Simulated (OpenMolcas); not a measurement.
# Multireference states of GaP

Which states of GaP lie lowest, and how does spin–orbit coupling split them?

Computed with OpenMolcas 26.06. Level: SA-CASSCF(8,8), XMS-CASPT2, RASSI; ANO-RCC-VTZP.

All values are calculated.

### Step 1. The job

C2 symmetry about the axis (a holds Σ, Δ, Γ; b holds Π, Φ, H; Σ⁺ and Σ⁻ are not told apart); roots by multiplicity and irrep: 3a 6, 3b 8, 1b 4, 5b 2, 5a 1.

Active shells: Ga 4s 4p, P 3s 3p.

The input, m.inp:

```
&GATEWAY
Coord
2
angstrom
Ga 0.0 0.0 0.0
P 0.0 0.0 2.2450
Basis=ANO-RCC-VTZP
Group=XY
RX2C
AMFI
ANGMom
0.0 0.0 0.0
RICD
&SEWARD
&GUESSORB
&RASSCF
FileOrb=$CurrDir/o31.orb
Symmetry=1
Spin=3
nActEl=8 0 0
Inactive=11 8
RAS2=4 4
CIRoot=6 6 1
Linear
Iterations=120 100
OrbListing=Nothing
PRWF=0.15
>>COPY $Project.RasOrb $CurrDir/o31.orb
>>COPY $Project.rasscf.h5 $CurrDir/r31.h5
&CASPT2
XMultistate=all
Imaginary=0.2
IPEA=0.25
MaxIter=40
>>COPY $Project.JobMix JOB001
&RASSCF
FileOrb=$CurrDir/o32.orb
Symmetry=2
Spin=3
nActEl=8 0 0
Inactive=11 8
RAS2=4 4
CIRoot=8 8 1
Linear
Iterations=120 100
OrbListing=Nothing
PRWF=0.15
>>COPY $Project.RasOrb $CurrDir/o32.orb
>>COPY $Project.rasscf.h5 $CurrDir/r32.h5
&CASPT2
XMultistate=all
Imaginary=0.2
IPEA=0.25
MaxIter=40
>>COPY $Project.JobMix JOB002
&RASSCF
FileOrb=$CurrDir/o12.orb
Symmetry=2
Spin=1
nActEl=8 0 0
Inactive=11 8
RAS2=4 4
CIRoot=4 4 1
Linear
Iterations=120 100
OrbListing=Nothing
PRWF=0.15
>>COPY $Project.RasOrb $CurrDir/o12.orb
>>COPY $Project.rasscf.h5 $CurrDir/r12.h5
&CASPT2
XMultistate=all
Imaginary=0.2
IPEA=0.25
MaxIter=40
>>COPY $Project.JobMix JOB003
&RASSCF
FileOrb=$CurrDir/o52.orb
Symmetry=2
Spin=5
nActEl=8 0 0
Inactive=11 8
RAS2=4 4
CIRoot=2 2 1
Linear
Iterations=120 100
OrbListing=Nothing
PRWF=0.15
>>COPY $Project.RasOrb $CurrDir/o52.orb
>>COPY $Project.rasscf.h5 $CurrDir/r52.h5
&CASPT2
XMultistate=all
Imaginary=0.2
IPEA=0.25
MaxIter=40
>>COPY $Project.JobMix JOB004
&RASSCF
FileOrb=$CurrDir/o51.orb
Symmetry=1
Spin=5
nActEl=8 0 0
Inactive=11 8
RAS2=4 4
CIRoot=1 1 1
Linear
Iterations=120 100
OrbListing=Nothing
PRWF=0.15
>>COPY $Project.RasOrb $CurrDir/o51.orb
>>COPY $Project.rasscf.h5 $CurrDir/r51.h5
&CASPT2
XMultistate=all
Imaginary=0.2
IPEA=0.25
MaxIter=40
>>COPY $Project.JobMix JOB005
&RASSI
Nr of JobIphs=5 6 8 4 2 1
1 2 3 4 5 6
1 2 3 4 5 6 7 8
1 2 3 4
1 2
1
SpinOrbit
EJob
Omega
MEES
MESO
Properties=4
'AngMom' 3 'Mltpl  1' 1 'Mltpl  1' 2 'Mltpl  1' 3
Thrs=1.0d-4
>>COPY $Project.rassi.h5 $CurrDir/so.h5
```

Each module block was a call of its own in one work directory; start orbitals came from a preliminary run.

Run with:

```console
> pymolcas m.inp
```

### Step 2. CASSCF and CASPT2, block by block

After this run come: Spin–orbit coupling by RASSI.

**Question.** What will these runs give? Wanted: lowest spin-free state; next spin-free state; lowest level; next level; lowering by spin–orbit coupling.

As calculated:

```
                       quantity               value
         lowest spin-free state               (1)3Π
           next spin-free state     (1)3Σ, 0.100 eV
                   lowest level  Ω = 2, 100 % (1)3Π
                     next level     Ω = 1, 129 cm⁻¹
lowering by spin–orbit coupling            138 cm⁻¹
```

At 2.245 Å the lowest computed level has Ω = 2 and is 100 % (1)3Π. The levels that stem mainly from (1)3Π spread over 271 cm⁻¹. Only the spin multiplicities and numbers of roots in the input were computed, so the list of states is not complete and the lowest one found need not be the ground state; labels number the states computed.
